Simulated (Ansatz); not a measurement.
Run this with the Python package of Ansatz (0.2.0) and show what comes out.

`ch4ges.py`
```python
"""Active-space calculation on CH4GeS."""

import warnings

import ansatz as az
from ase import Atoms

params = {
    "basis_set": "def2-SVP",
}

warnings.simplefilter("ignore", az.DeckWarning)

atoms = Atoms(["C", "S", "Ge", "H", "H", "H", "H"], positions=[
    (-0.7995, 0.6375, -0.2299),
    (0.0001, -0.095, 1.1646),
    (1.425, -1.1701, -0.1419),
    (-1.2007, -0.0871, -0.9096),
    (-0.1382, 1.3116, -0.8307),
    (-1.6731, 1.3339, 0.1389),
    (2.4476, -1.9989, 0.763),
])
system = az.Crystal.molecule_from_ase(atoms)

model = system.calculation()
model = model.basis(gaussian=params["basis_set"]).correlation(active_electrons=2, active_orbitals=2)
for method in ["sc_nevpt2"]:
    report = (model if method is None else model.correlation(method)).run(threads=1, backend="cpu").report
    space = report["configurations"]
    state = space["states"][0]
    print(method or "casscf", f"total {report['free_energy_ev'] / 27.211386246:.6f} Ha, active-space state {state['energy']['hartree']:.6f} Ha, mean field {report['reference_energy_ev'] / 27.211386246:.6f} Ha")
    print("  determinants", state["n_determinants"], " natural occupations", [round(n, 3) for n in space["natural_occupations"]])
```

Output of `python ch4ges.py`:
```text
sc_nevpt2 total -2513.144475 Ha, active-space state -2512.672510 Ha, mean field -2512.654610 Ha
  determinants 4  natural occupations [1.977, 0.023]
```

Reading the output:
- Total energies depend on the basis set; only differences at equal settings carry meaning.
- The geometry is a force-field or estimated start, not a minimum of this method, and the basis set is short of its limit. The active space starts as a window about the frontier orbitals and is then optimised, not chosen by chemistry.
- Run time: 10 s on 1 thread of Arm Neoverse V1 (shared host), peak memory 0.25 GiB.

(Lines on the test bed's own set-up are left out of the output.)
